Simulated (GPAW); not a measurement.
ScTaN:

```xyz
6
Lattice="3.0851 0.0000 0.0000 -1.5425 2.6717 0.0000 0.0000 0.0000 10.3401" Properties=species:S:1:pos:R:3 pbc="T T T"
Ta    0.0000    1.7812    2.5399
Ta    1.5425    0.8906    7.8003
Sc    0.0000    0.0000    0.0000
Sc    0.0000    0.0000    5.1701
N     0.0000    1.7812    6.5126
N     1.5425    0.8906    3.8275
```

The cell comes from a database or a generator and needn't be the stable form of this composition.

Base run:

| Property | Result |
| --- | --- |
| Program | GPAW 26.7.0 |
| Functional | LDA |
| Potentials or basis | the program's PAW data sets (release 1.2.1) made for this functional |
| Cutoff | 600 eV |
| Basis | pw |
| k mesh | 8 × 8 × 2 |
| Occupations | fermi-dirac, width 0.05 eV |
| Spin | no spin polarisation |

Its results: band gap on the k mesh none (metal or under the smearing width); pressure -15.4 GPa; largest force 0.584 eV/Å.

Task: The run is repeated on the same cell with these changes: functional from LDA to PBE; potentials or basis from the program's PAW data sets (release 1.2.1) made for this functional to GPAW PAW data sets (gpaw-data 1.2.1). What comes out?

Result: Band gap on the k mesh none (metal or under the smearing width); pressure -3.8 GPa; largest force 0.059 eV/Å.

Caveats: the cutoff is short for stress and forces, so pressures can be off by a GPa or more; so large a pressure means that the cell lies far from this level's equilibrium, or that cutoff or potentials fall short (some runs).

Not every run made on this cell is shown here.
